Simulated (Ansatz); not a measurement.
# AlSiH4BrO: a ladder of functionals and wavefunction methods

Aim: compute AlSiH4BrO with functionals from several rungs and with coupled cluster. The yardstick is the atomisation energy at the CCSD(T) limit.

Method: functionals in def2-TZVPP, the program's frozen cores in correlated methods; program: Ansatz 0.2.0, Gaussian basis.

Plan: PBE-D4, r2SCAN-D4, PBE0-D4, B3LYP-D4, ωB97X-V, ωB97M-V, B2PLYP; CCSD(T)/def2-TZVPP; MP2/def2-QZVPP; extrapolation to the limit.

## (1) Structure used throughout

The geometry comes from an earlier relaxation with PBE0-D4/def2-TZVP; it is a stationary point, not always the lowest conformer.

SMILES `[AlH2][O][SiH2]Br`, 8 atoms, charge 0, spin multiplicity 1.

Atoms are counted from 1 here; the program's logs count them from 0.

Bond lengths: Al1–O2 1.692 Å, Al1–H5 1.577 Å, Al1–H6 1.577 Å, O2–Si3 1.608 Å, Si3–Br4 2.227 Å, Si3–H7 1.480 Å, Si3–H8 1.480 Å. Angles: O2–Al1–H5 117.5°, O2–Al1–H6 117.5°, H5–Al1–H6 124.9°, Al1–O2–Si3 167.4°, O2–Si3–Br4 109.7°, O2–Si3–H7 111.0°, O2–Si3–H8 111.0°, Br4–Si3–H7 106.8°, Br4–Si3–H8 106.8°, H7–Si3–H8 111.4°.

## (2) PBE-D4 (GGA)

The input, in.yaml:

```yaml
crystal:
  periodic: [false, false, false]
  atoms:
    - {symbol: Al, position_ang: [-0.046020, 1.876884, 0.041347]}
    - {symbol: O, position_ang: [-0.197433, 0.199588, 0.200211]}
    - {symbol: Si, position_ang: [-0.091230, -1.401750, 0.102971]}
    - {symbol: Br, position_ang: [1.431409, -1.960290, -1.423556]}
    - {symbol: H, position_ang: [-0.974717, 2.596534, -1.010455]}
    - {symbol: H, position_ang: [0.985337, 2.607958, 0.983973]}
    - {symbol: H, position_ang: [-1.374230, -1.992942, -0.337425]}
    - {symbol: H, position_ang: [0.358883, -1.983081, 1.387134]}
basis:
  gaussian: {orbitals: def2-TZVPP}
hamiltonian: {xc: pbe, dispersion: d4}
output: {forces: true, orbitals: {seedname: orbitals}}
```

Run with:

```sh
ansatz run in.yaml --threads 4 --pin off --events-out ev --progress --plain --max-ram 10444MiB
```

After this run come: r2SCAN-D4 (meta-GGA); PBE0-D4 (hybrid); B3LYP-D4 (hybrid); ωB97X-V (range-separated); ωB97M-V (range-separated); B2PLYP (double hybrid); CCSD(T) in def2-TZVPP; MP2 in def2-QZVPP.

**Question.** What will the summary of the whole plan be? Wanted: atomisation energy, CCSD(T)/CBS; farthest; mean size of error, hybrid; mean size of error, range-separated; gap, smallest and largest; T1 diagnostic; triples share of the correlation energy.

The runs gave:

```
                               quantity                                 value
        atomisation energy, CCSD(T)/CBS                             26.538 eV
    functionals within 0.265 eV (1.0 %)           r2SCAN-D4, ωB97X-V, ωB97M-V
                               farthest                   PBE0-D4 (-0.762 eV)
             mean size of error, hybrid                              0.596 eV
    mean size of error, range-separated                              0.157 eV
              gap, smallest and largest  4.79 eV (PBE-D4), 11.13 eV (ωB97X-V)
                          T1 diagnostic                                0.0096
triples share of the correlation energy                                 3.2 %
```

In words: PBE-D4 misses by -0.562 eV, or 0.080 eV for each of 7 bonds. Double hybrids carry the basis error of their MP2 part in triple zeta, and no dispersion term here, so their miss is partly the set-up's. Misses under about 0.265 eV are within the doubt on the reference itself, which lacks core-valence correlation, relativity and higher excitations, and its outer-core shells are covered unevenly. All levels share the lack of spin-orbit coupling, which lowers the free heavy atoms and so the true binding. Hartree-Fock recovers 75 % of the binding; the rest is correlation. Orbital gaps span 4.8 to 11.1 eV; exact exchange widens them. Correlated methods include outer-core shells of Br, which these sets cover unevenly.
